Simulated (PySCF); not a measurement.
# Re, Re⁺: ionisation energy in def2-TZVPPD with ECP60

Each state of rhenium is computed at each level; their differences give the ionisation energy. How far do the methods differ?

The numbers are computed with PySCF 2.14.0 (unrestricted determinants in a Gaussian basis, no spin-orbit coupling in the energies), except any that are marked as measured or tabulated.

## 1. What is computed

- Element: rhenium (Z = 75)
- Basis: def2-TZVPPD with the def2 core potential (60 electrons) (6s5p3d2f1g, 59 functions)
- Hamiltonian: scalar relativity through the core potential
- State 1: Re: [Xe] 4f14 5d5 6s2, high-spin 6S determinant
- State 2: Re⁺: [Xe] 4f14 5d5 6s1, high-spin 7S determinant
- Methods: CCSD(T)
- Core shells frozen in the correlated runs: valence and next inner shell: nothing (for Re)

The outer shells:

Re [Xe] 4f14 5d5 6s2
```
[Xe] core
4f [↑↓][↑↓][↑↓][↑↓][↑↓][↑↓][↑↓]
5d [↑ ][↑ ][↑ ][↑ ][↑ ]
6s [↑↓]
```

Re+ [Xe] 4f14 5d5 6s1
```
[Xe] core
4f [↑↓][↑↓][↑↓][↑↓][↑↓][↑↓][↑↓]
5d [↑ ][↑ ][↑ ][↑ ][↑ ]
6s [↑ ]
```

One driver process ran all states and methods and kept the integrals in memory. Each run is shown as a PySCF script that sums up its settings (the driver passes frozen orbitals as a list and adds second-order terms of double hybrids); the logs are those of the runs themselves. The driver starts from symmetry-adapted Hartree-Fock orbitals, holds the occupation by maximum overlap and uses a logarithmic radial grid for functionals, so a plain start would take other cycles.

The integrals over 59 functions and the set-up took 0.25 s of CPU time.

## 2. Re: CCSD(T) (valence and next inner shell)

**CCSD(T) (valence and next inner shell)**

input.py

```python
from pyscf import gto, scf, dft, mp, cc
import basis_set_exchange as bse
txt = bse.get_basis("def2-TZVPPD", elements=["Re"], fmt="nwchem", header=False)
cut = txt.index("\nECP")
mol = gto.M(atom="Re 0 0 0", charge=0, spin=5, symmetry="D2h",
            basis=gto.basis.parse(txt[:cut]),
            ecp={"Re": gto.basis.parse_ecp(txt[cut:])})
mf = scf.UHF(mol)
mf.irrep_nelec = {'Ag': (4, 2), 'B1g': (1, 0), 'B2g': (1, 0), 'B3g': (1, 0), 'B1u': (1, 1), 'B2u': (1, 1), 'B3u': (1, 1)}
mf.kernel()
mycc = cc.CCSD(mf, frozen=0).run()
mycc.ccsd_t()
```

The log of the run:

```text
CC2 = 0
CCSD nocc = (np.int64(10), np.int64(5)), nmo = (59, 59)
frozen orbitals [[], []]
max_cycle = 100
direct = 0
conv_tol = 1e-08
conv_tol_normt = 1e-06
diis_space = 8
diis_start_cycle = 0
Init t2, MP2 energy = -0.361931900502255
Init E_corr(UCCSD) = -0.36193190050915
cycle = 1  E_corr(UCCSD) = -0.347613181109628  dE = 0.0143187194  norm(t1,t2) = 0.0852207
cycle = 2  E_corr(UCCSD) = -0.356534341868503  dE = -0.00892116076  norm(t1,t2) = 0.0255129
cycle = 3  E_corr(UCCSD) = -0.356857630913669  dE = -0.000323289045  norm(t1,t2) = 0.0136781
cycle = 4  E_corr(UCCSD) = -0.357920005624356  dE = -0.00106237471  norm(t1,t2) = 0.00372302
cycle = 5  E_corr(UCCSD) = -0.357835173750356  dE = 8.4831874e-05  norm(t1,t2) = 0.00112321
cycle = 6  E_corr(UCCSD) = -0.357861630283737  dE = -2.64565334e-05  norm(t1,t2) = 0.000366508
cycle = 7  E_corr(UCCSD) = -0.357867486536444  dE = -5.85625271e-06  norm(t1,t2) = 8.36712e-05
cycle = 8  E_corr(UCCSD) = -0.357864388908622  dE = 3.09762782e-06  norm(t1,t2) = 2.01717e-05
cycle = 9  E_corr(UCCSD) = -0.357864825010137  dE = -4.36101515e-07  norm(t1,t2) = 4.55669e-06
cycle = 10  E_corr(UCCSD) = -0.357864768085094  dE = 5.69250423e-08  norm(t1,t2) = 1.10583e-06
cycle = 11  E_corr(UCCSD) = -0.357864752931096  dE = 1.51539983e-08  norm(t1,t2) = 2.3187e-07
cycle = 12  E_corr(UCCSD) = -0.357864754363542  dE = -1.4324455e-09  norm(t1,t2) = 7.05289e-08
UCCSD converged
E(UCCSD) = -77.89243697753395  E_corr = -0.3578647543635416
UCCSD(T) correction = -0.012847461329134
```

CPU time 12 s on a shared host, the integrals not counted.

CCSD correlation -0.35786 hartree, triples -0.01285; total -77.905284. T1 = 0.019, largest double amplitude 0.047.

## 3. Re⁺, at CCSD(T) (valence and next inner shell)

**CCSD(T) (valence and next inner shell)**

input.py

```python
from pyscf import gto, scf, dft, mp, cc
import basis_set_exchange as bse
txt = bse.get_basis("def2-TZVPPD", elements=["Re"], fmt="nwchem", header=False)
cut = txt.index("\nECP")
mol = gto.M(atom="Re 0 0 0", charge=1, spin=6, symmetry="D2h",
            basis=gto.basis.parse(txt[:cut]),
            ecp={"Re": gto.basis.parse_ecp(txt[cut:])})
mf = scf.UHF(mol)
mf.irrep_nelec = {'Ag': (4, 1), 'B1g': (1, 0), 'B2g': (1, 0), 'B3g': (1, 0), 'B1u': (1, 1), 'B2u': (1, 1), 'B3u': (1, 1)}
mf.kernel()
mycc = cc.CCSD(mf, frozen=0).run()
mycc.ccsd_t()
```

The log of the run:

```text
CC2 = 0
CCSD nocc = (np.int64(10), np.int64(4)), nmo = (59, 59)
frozen orbitals [[], []]
max_cycle = 100
direct = 0
conv_tol = 1e-08
conv_tol_normt = 1e-06
diis_space = 8
diis_start_cycle = 0
Init t2, MP2 energy = -0.304534008890436
Init E_corr(UCCSD) = -0.304534008890698
cycle = 1  E_corr(UCCSD) = -0.298870508673099  dE = 0.00566350022  norm(t1,t2) = 0.0366513
cycle = 2  E_corr(UCCSD) = -0.302653449308019  dE = -0.00378294063  norm(t1,t2) = 0.0080083
cycle = 3  E_corr(UCCSD) = -0.302863277960164  dE = -0.000209828652  norm(t1,t2) = 0.00303058
cycle = 4  E_corr(UCCSD) = -0.303010904160437  dE = -0.0001476262  norm(t1,t2) = 0.000598499
cycle = 5  E_corr(UCCSD) = -0.302989350206389  dE = 2.1553954e-05  norm(t1,t2) = 0.000102361
cycle = 6  E_corr(UCCSD) = -0.302986943814633  dE = 2.40639176e-06  norm(t1,t2) = 1.13335e-05
cycle = 7  E_corr(UCCSD) = -0.302987470644802  dE = -5.26830169e-07  norm(t1,t2) = 2.95801e-06
cycle = 8  E_corr(UCCSD) = -0.302987473179038  dE = -2.53423593e-09  norm(t1,t2) = 3.86832e-07
UCCSD converged
E(UCCSD) = -77.6206579348006  E_corr = -0.3029874731790383
UCCSD(T) correction = -0.00735227819279755
```

CPU time 9.1 s on a shared host, the integrals not counted.

CCSD correlation -0.30299 hartree, triples -0.00735; total -77.628010. T1 = 0.006, largest double amplitude 0.021.

## 4. The energy differences

Ionisation energy: Re [Xe] 4f14 5d5 6s2 (6S) → Re⁺ [Xe] 4f14 5d5 6s1 (7S).

```csv
method,value (eV),error (eV)
UHF,5.902,-1.931
MP2 (valence and next inner shell),7.464,-0.369
SCS-MP2 (valence and next inner shell),7.604,-0.230
CCSD (valence and next inner shell),7.395,-0.438
CCSD(T) (valence and next inner shell),7.545,-0.289
```

Reference: 7.834 eV (measured; NIST levels, between the centres of gravity of the two terms). Errors of the correlated levels include the incompleteness of this basis.

The runs at UHF, MP2 (valence and next inner shell) are not shown; their differences are listed all the same.

## 5. Outcome

| quantity | value |
| --- | --- |
| ionisation energy, Re | UHF 5.902, CCSD(T) (valence and next inner shell) 7.545 eV; reference 7.834 |

Accuracy by level (over 1 difference):

```csv
method,mean absolute miss against the measured value (with the measured fine structure taken into account where it is known) (eV)
UHF,1.931
MP2 (valence and next inner shell),0.369
SCS-MP2 (valence and next inner shell),0.230
CCSD (valence and next inner shell),0.438
CCSD(T) (valence and next inner shell),0.289
```

SCS-MP2 (valence and next inner shell) lands nearest to the measured value (off by 0.23 eV); UHF misses by most (1.93 eV). Hartree-Fock falls short because the species with more electrons holds more correlation energy, which it lacks. The basis is finite, and no extrapolation was made.
